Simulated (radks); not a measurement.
**Valence configurations of Cu³⁺**

An exercise on one series of results from a longer session: the logs are not shown, and one member is left open.

Method: scalar-relativistic Kohn-Sham, PBEsol, spin-polarised, spherical densities, finite nucleus; open shells are filled with parallel spins first. Code: radks (a radial shooting solver on a logarithmic mesh, Libxc functionals) version 1.

## What is computed

| Item | Value |
| --- | --- |
| element | copper (Z = 29) |
| charge | +3 |
| electrons | 26 |
| configuration | [Ar] 3d8 |
| nuclear rms radius | 3.8823 fm |
| others tried | 3d6 4s2; 3d7 4p1; 3d6 4p2; 3d7 4s1; 3d7.5 4s0.5; 3d7 4s0.5 4p0.5; 3d6 4s1 4p1 |

Outer shells as boxes (Hund's rule):

Cu³⁺
```
[Ar] core
3d [↑↓][↑↓][↑↓][↑ ][↑ ]
```

Set-up of the first run:

Settings of this run:

```text
Z 29
configuration [Ar] 3d8
relativity scalar-relativistic
functional pbe_sol,pbe_sol
spin polarised
nucleus finite rms 3.8823 fm
c 137.035999084
```

Steps of the session up to this table: [Ar] 3d8.

One of the session's tables, all rows but one given; the rest of the session is left out.

Sizes of the orbitals, from the radial functions (bohr):

```
  level     <r>  outermost maximum (interpolated)  90 % within  nodes
  2p up  0.2066                             0.158        0.338      0
2p down  0.2064                             0.158        0.338      0
  3s up       ?                                 ?            ?      ?
3s down  0.7068                             0.612         1.06      2
  3p up  0.7359                             0.616         1.13      1
3p down  0.7382                             0.617         1.14      1
  3d up  0.8499                             0.586         1.44      0
3d down  0.8626                             0.589         1.47      0
```

**Question.** Estimate the row for 3s up.

**Answer.** <r>: 0.7054; outermost maximum (interpolated): 0.612; 90 % within: 1.06; nodes: 2. In the column «<r>» it lies between 2p up (0.2066) and 3s down (0.7068).
